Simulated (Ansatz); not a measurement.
# GaAsH₄: vertical ionisation energy

How much energy removes an electron from GaAsH₄ at fixed geometry? The cation is run at each level and the neutral's energy taken from earlier runs.

The runs use Ansatz 0.2.0, Gaussian basis; unrestricted cation, the program's frozen cores in correlated methods.

The runs, in order: UKS PBE-D4/def2-TZVPP; UKS r2SCAN-D4/def2-TZVPP; UKS PBE0-D4/def2-TZVPP; UKS B3LYP-D4/def2-TZVPP; UKS wB97X-V/def2-TZVPP; UKS wB97M-V/def2-TZVPP; UKS B2PLYP/def2-TZVPP; UHF-CCSD(T)/def2-TZVPP; UHF-MP2/def2-QZVPP; extrapolation to the limit; then −ε(HOMO) from the neutral's earlier runs with LDA (SPW92), PBE-D4, revPBE-D4, BLYP-D4, r2SCAN-D4, B97M-V, PBE0-D4, B3LYP-D4, r2SCANh-D4, r2SCAN0-D4, HSE06-D4, BHLYP-D4, CAM-B3LYP-D4, LC-ωPBE, ωB97X-V, ωB97M-V.

**1. Structure used throughout**

An earlier PBE0-D4 in a triple-zeta def2 set relaxation fixed the geometry.

SMILES `[GaH2][AsH2]`, 6 atoms, charge 0, spin multiplicity 1.

Atoms are counted from 1 here; the program's logs count them from 0.

Bond lengths: Ga1–As2 2.413 Å, Ga1–H3 1.570 Å, Ga1–H4 1.570 Å, As2–H5 1.521 Å, As2–H6 1.521 Å. Angles: As2–Ga1–H3 119.4°, As2–Ga1–H4 119.3°, H3–Ga1–H4 121.1°, Ga1–As2–H5 92.9°, Ga1–As2–H6 92.8°, H5–As2–H6 93.8°.

**2. Cation, UKS PBE-D4/def2-TZVPP**

Contents of in.yaml:

```yaml
crystal:
  periodic: [false, false, false]
  atoms:
    - {symbol: Ga, position_ang: [-0.387838, -0.930890, -0.200429]}
    - {symbol: As, position_ang: [0.673720, 1.216317, -0.490666]}
    - {symbol: H, position_ang: [0.495710, -2.191731, 0.106259]}
    - {symbol: H, position_ang: [-1.934801, -1.061997, -0.433058]}
    - {symbol: H, position_ang: [1.563546, 1.026114, 0.727561]}
    - {symbol: H, position_ang: [-0.410326, 1.942197, 0.290333]}
basis:
  gaussian: {orbitals: def2-TZVPP}
total_charge: 1
magnetization: {spin_polarized: true, initial_magnetization: 1}
hamiltonian: {xc: pbe, dispersion: d4}
```

The run is started by

```console
$ ansatz run in.yaml --threads 2 --pin off --events-out ev --progress --plain --max-ram 4352MiB
```

Further steps of the session: Cation, UKS r2SCAN-D4/def2-TZVPP; Cation, UKS PBE0-D4/def2-TZVPP; Cation, UKS B3LYP-D4/def2-TZVPP; Cation, UKS wB97X-V/def2-TZVPP; Cation, UKS wB97M-V/def2-TZVPP; Cation, UKS B2PLYP (frozen core)/def2-TZVPP; Cation, UHF-CCSD(T)/def2-TZVPP; Cation, UHF-MP2/def2-QZVPP.

**Question.** What will the summary of the whole plan be? Wanted: ionisation energy, CCSD(T)/CBS; nearest functional by difference; nearest −ε(HOMO); −ε(HOMO) of PBE; T1 of the cation.

The runs gave:

| quantity | value |
| --- | --- |
| ionisation energy, CCSD(T)/CBS | 9.46 eV |
| nearest functional by difference | B3LYP-D4 (-0.16 eV) |
| nearest −ε(HOMO) | ωB97X-V (-0.16 eV) |
| −ε(HOMO) of PBE | 6.15 eV |
| T1 of the cation | 0.015 |

What this shows: By cation minus neutral, the functionals miss by 0.29 eV at most. −ε(HOMO) of PBE misses by 3.3 eV, since self-interaction lifts the level. Among orbital estimates ωB97X-V comes nearest. Hartree-Fock falls 1.14 eV short, as the neutral has more correlation energy than the cation. Correlated methods include outer-core shells of As, Ga, which these sets cover unevenly. With outer-core shells in play the reference is unsure by up to some tenths of an eV, so close misses can't be ranked.
